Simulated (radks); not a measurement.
**Ga²²⁺ in [He] 2s2 2p5: an all-electron calculation**

An exercise on one series of results from a longer session: the logs are not shown, and one member is left open.

Method: Dirac Kohn-Sham, LDA (Slater exchange, VWN5 correlation), spin-unpolarised, spherical densities, finite nucleus; open shells fill j = l - 1/2 first. Code: radks (a radial shooting solver on a logarithmic mesh, Libxc functionals) version 1.

### The system

| Quantity | Value |
| --- | --- |
| element | gallium (Z = 31) |
| charge | +22 |
| electrons | 9 |
| configuration | [He] 2s2 2p5 |
| nuclear rms radius | 3.9973 fm |

Set-up of the first run:

Settings of this run:

```text
Z 31
configuration [He] 2s2 2p5
relativity Dirac
functional lda,vwn5
spin unpolarised
j_filling energy
nucleus finite rms 3.9973 fm
c 137.035999084
```

One of the session's tables, all rows but one given; the rest of the session is left out.

It belongs to the step «Radial structure». Radial moments (bohr):

| level | <r> | outermost maximum (interpolated) | 90 % within |
| --- | --- | --- | --- |
| 1s1/2 | ? | ? | ? |
| 2s1/2 | 0.2113 | 0.180 | 0.325 |
| 2p1/2 | 0.1814 | 0.141 | 0.295 |
| 2p3/2 | 0.1846 | 0.144 | 0.299 |

Estimate the missing values for 1s1/2.

**Answer.** <r>: 0.04860; outermost maximum (interpolated): 0.0318; 90 % within: 0.0868. In the column «<r>» it is the lowest.

Caveats from the session: Spin polarisation and multiplet splitting are left out.
